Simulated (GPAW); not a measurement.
**UBLYP-TS/dzp (scalar-relativistic datasets) run of CHBFN (SMILES N#CBF)**

Aim: a geometry optimisation of CHBFN. Input form: an ASE script.

The calculation is run with GPAW 26.7.0.

2 further runs of the same task are left out: 1 that didn't finish, 1 set aside as unsound or not needed. Runs told in other sessions of the task aren't counted.

## Step 1: The system as given

CHBFN has 5 atoms, charge 0, and is taken as a singlet. SMILES: `N#CBF`. All atoms were displaced at random from a relaxed shape. The run starts from this shape.

Bond lengths: N1–C2 1.146 Å, C2–B3 1.525 Å, B3–F4 1.460 Å, B3–H5 1.123 Å. Angles: N1–C2–B3 161.9°, C2–B3–F4 116.0°, C2–B3–H5 131.2°, F4–B3–H5 110.5°.

## Step 2: A geometry optimisation at UBLYP-TS/dzp (scalar-relativistic datasets)

The input, calc.py:

```python
from ase import Atoms
from ase.calculators.vdwcorrection import vdWTkatchenko09prl
from ase.io import write
from ase.optimize import QuasiNewton
from gpaw import GPAW, setup_paths
from gpaw.analyse.hirshfeld import HirshfeldPartitioning
from gpaw.analyse.vdwradii import vdWradii
from gpaw.atom.configurations import parameters
from gpaw.atom.generator import Generator
from gpaw.mpi import world
from gpaw.utilities.adjust_cell import adjust_cell

# Structure
atoms = Atoms(['N', 'C', 'B', 'F', 'H'],
    positions=[[  0.686643,  -1.236396,   1.514873],
               [  0.218062,  -0.674122,   0.632956],
               [ -0.049080,   0.380042,  -0.436586],
               [ -1.342964,   0.298807,  -1.107511],
               [  0.435661,   1.373970,  -0.633990]])
adjust_cell(atoms, 3.5, h=0.15)

# No datasets are shipped for this functional: make them
for symbol in ['B', 'C', 'F', 'H', 'N']:
    Generator(symbol, xcname='BLYP', scalarrel=True, nofiles=True, txt=None).run(**parameters[symbol])
setup_paths.insert(0, '.')

# GPAW settings
calculator = GPAW(mode='lcao',
                  basis='dzp',
                  h=0.15,
                  xc='BLYP',
                  spinpol=True,
                  convergence={'density': 1e-06},
                  maxiter=100,
                  symmetry='off',
                  legacy_gpaw=True,
                  txt='-')
atoms.calc = vdWTkatchenko09prl(HirshfeldPartitioning(calculator), vdWradii(atoms.get_chemical_symbols(), 'PBE', world=world))

opt = QuasiNewton(atoms, trajectory='mol.traj')
converged = opt.run(fmax=0.03, steps=100)
print('Converged:', converged)
print(f'Final energy: {atoms.get_potential_energy():.5f} eV')
print(f'r(C1-N0) = {atoms.get_distance(1, 0):.4f} Ang')
print(f'r(B2-C1) = {atoms.get_distance(2, 1):.4f} Ang')
write('relaxed.xyz', atoms)
```

Launch:

```
$ python3 calc.py
```

Output:

```text
[...]
    cutoffs:
[...]
  Total Charge: 0.000000
[...]
Number of atoms: 5
[...]
Number of bands in calculation: 16
Number of valence electrons: 20
[...]
iter:   1 hh:mm:ss   -29.511755        c          +0.0000
[...]
Converged after 13 iterations.
Dipole moment: (0.090979, 0.240635, -0.240647) |e|*Ang
Total magnetic moment: (0.000000, 0.000000, 0.000000)
[...]
Converged after 15 iterations.
[...]
Converged after 9 iterations.
[...]
Converged after 9 iterations.
[...]
Converged after 7 iterations.
[...]
iter:   8 hh:mm:ss   -28.831838c       c -6.46c   +0.0000
Converged after 8 iterations.
[...]
Local magnetic moments:
   0 N  ( 0.000000,  0.000000, -0.000000)
   1 C  ( 0.000000,  0.000000,  0.000000)
   2 B  ( 0.000000,  0.000000,  0.000000)
   3 F  ( 0.000000,  0.000000, -0.000000)
   4 H  ( 0.000000,  0.000000,  0.000000)
Energy contributions relative to reference atoms: (reference = -5912.378112)
Kinetic:        +20.564367
Potential:      -24.089412
External:        +0.000000
XC:             -25.506322
Entropy (-ST):   +0.000000
Local:           +0.199530
SIC:             +0.000000
--------------------------
Free energy:    -28.831838
Extrapolated:   -28.831838
Spin contamination: 0.000000 electrons
                   Up                     Down
 Band  Eigenvalues  Occupancy  Eigenvalues  Occupancy
    0    -30.97630    1.00000    -30.97630    1.00000
    1    -22.75856    1.00000    -22.75856    1.00000
    2    -15.30162    1.00000    -15.30162    1.00000
    3    -13.18968    1.00000    -13.18968    1.00000
    4    -11.90791    1.00000    -11.90791    1.00000
    5    -11.59552    1.00000    -11.59552    1.00000
    6     -9.54766    1.00000     -9.54766    1.00000
    7     -8.85505    1.00000     -8.85505    1.00000
    8     -8.67194    1.00000     -8.67194    1.00000
    9     -8.48554    1.00000     -8.48554    1.00000
   10     -3.55739    0.00000     -3.55739    0.00000
   11     -1.17629    0.00000     -1.17629    0.00000
   12      1.08205    0.00000      1.08205    0.00000
   13      2.66950    0.00000      2.66950    0.00000
[...]
Fermi level: -6.02146
Gap: 4.928 eV
Transition (v -> c):
[...]
Direct gap: 4.928 eV
[...]
Forces in eV/Ang:
  0 N    -0.00134    0.01726   -0.00457
  1 C     0.00483   -0.00289    0.01361
  2 B     0.01519    0.00738    0.00631
  3 F    -0.01368   -0.00114   -0.00843
  4 H     0.00759    0.00150    0.00314
BFGSLineSearch:   16[ 27] hh:mm:ss      -28.984576       0.0180
Converged: True
Final energy: -28.98458 eV
r(C1-N0) = 1.1826 Ang
r(B2-C1) = 1.5523 Ang
```

Run time: 18 min. Hardware: 1 thread of Intel Xeon at 2.70GHz, shared host; peak memory 0.96 GiB.

Step by step:

```tsv
step	energy from the first frame kept (eV)	largest force (eV/Å)
0	0.0000	5.6259
1	-0.3144	4.5861
2	-0.4966	1.9647
3	-0.5760	0.9332
4	-0.5912	0.3602
5	-0.5954	0.2695
6	-0.5994	0.1532
7	-0.6053	0.6561
8	-0.6082	0.1682
9	-0.6095	0.1245
10	-0.6098	0.0834
11	-0.6101	0.1279
12	-0.6108	0.1493
13	-0.6110	0.0965
14	-0.6112	0.0650
15	-0.6113	0.0522
16	-0.6114	0.0180
```

After the run. Bond lengths: N1–C2 1.183 Å, C2–B3 1.552 Å, B3–F4 1.333 Å, B3–H5 1.212 Å. Angles: N1–C2–B3 177.4°, C2–B3–F4 118.2°, C2–B3–H5 121.1°, F4–B3–H5 120.7°.

## Step 3: What came out

Level: UBLYP-TS/dzp (scalar-relativistic datasets).

```
                                              quantity          value
energy as printed (from the program's reference atoms)    -28.9846 eV
                                         dipole moment         2.12 D
                                           HOMO energy       -8.49 eV
                                           LUMO energy       -3.56 eV
                                         HOMO–LUMO gap        4.93 eV
                                     dispersion energy  -14.74 kJ/mol
```

At the final geometry: Bond lengths: N1–C2 1.183 Å, C2–B3 1.552 Å, B3–F4 1.333 Å, B3–H5 1.212 Å. Angles: N1–C2–B3 177.4°, C2–B3–F4 118.2°, C2–B3–H5 121.1°, F4–B3–H5 120.7°. The optimisation took 16 steps and changed the energy by -0.611 eV.
